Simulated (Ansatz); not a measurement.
This script for Ansatz's Python interface starts 5 runs on CH3FSe, SMILES FC[SeH]. What input does the engine get in each?

The script, `relaxed_scan_ch3fse.py`:
```python
# -*- coding: utf-8 -*-
import ansatz as az
import numpy as np


def main():
    system = (
        az.Crystal.molecule()
        .atom("F", (0.5233, -0.0246, -1.3861))
        .atom("C", (-0.0506, -0.4905, -0.2246))
        .atom("Se", (-0.9229, 0.9452, 0.7719))
        .atom("H", (0.8425, -0.9263, 0.3763))
        .atom("H", (-0.7994, -1.2725, -0.479))
        .atom("H", (0.4491, 1.7047, 0.8953))
    )

    job = system.calculation()
    job = job.basis(gaussian="def2-SVP").functional("HF")
    symbols = [site.symbol for site in system.cartesian_sites]
    pairs = [(0, 1), (1, 2), (1, 3), (1, 4), (2, 5)]
    print("held (A)   E (eV)        ", "  ".join(f"{symbols[i]}{i}-{symbols[j]}{j}" for i, j in pairs))
    for length in [1.45, 1.57, 1.7, 1.89, 2.12]:
        data = job.relax(constraints=[az.DistanceConstraint((2, 5), at=length)], force_tolerance=0.02, max_steps=60).run(threads=1).report
        xyz = np.array(data["positions_ang"])
        print(f"{length:6.2f} {data['free_energy_ev']:14.5f}  ", "  ".join(f"{np.linalg.norm(xyz[i] - xyz[j]):.3f}" for i, j in pairs))


if __name__ == "__main__":
    main()
```

Run 1:
```yaml
crystal:
  periodic: [false, false, false]
  atoms:
    - { symbol: F, position_ang: [0.5233, -0.0246, -1.3861] }
    - { symbol: C, position_ang: [-0.0506, -0.4905, -0.2246] }
    - { symbol: Se, position_ang: [-0.9229, 0.9452, 0.7719] }
    - { symbol: H, position_ang: [0.8425, -0.9263, 0.3763] }
    - { symbol: H, position_ang: [-0.7994, -1.2725, -0.479] }
    - { symbol: H, position_ang: [0.4491, 1.7047, 0.8953] }
basis:
  gaussian:
    orbitals: def2-SVP
hamiltonian:
  xc: hf
relax:
  f_tol: 0.02
  max_steps: 60
  constraints:
    - { distance: [2, 5], at: 1.45 }
```

Run 2, against run 1:
```diff
-    - { distance: [2, 5], at: 1.45 }
+    - { distance: [2, 5], at: 1.57 }
```

Run 3, against run 1:
```diff
-    - { distance: [2, 5], at: 1.45 }
+    - { distance: [2, 5], at: 1.7 }
```

Run 4, against run 1:
```diff
-    - { distance: [2, 5], at: 1.45 }
+    - { distance: [2, 5], at: 1.89 }
```

Run 5, against run 1:
```diff
-    - { distance: [2, 5], at: 1.45 }
+    - { distance: [2, 5], at: 2.12 }
```

```console
$ python relaxed_scan_ch3fse.py
held (A)   E (eV)         F0-C1  C1-Se2  C1-H3  C1-H4  Se2-H5
DeckWarning: relax.constraints: the input's atoms, or those drawn, lie off the distances that are held; a relaxation that starts there is brought onto them ahead of its first SCF, by positions alone, an atom by 6.15e-2 Å at the most. With the symmetry [...]
  1.45   -69075.24464   1.348  1.940  1.086  1.087  1.450
  1.57   -69075.10668   1.348  1.940  1.086  1.088  1.570
  1.70   -69074.72786   1.347  1.940  1.085  1.088  1.700
  1.89   -69073.98210   1.346  1.938  1.085  1.089  1.890
  2.12   -69073.01030   1.345  1.936  1.085  1.089  2.120
```
(Warnings from the package without file and line, shortened, repeats left out.)

Caveats:
- Total energies depend on the basis set; only differences at equal settings carry meaning.
- The energies are electronic: no zero-point or thermal terms, and the basis set is short of its limit.
- Finished in 60 s on 1 thread of Arm Neoverse V1 (shared host), peak memory 0.23 GiB.
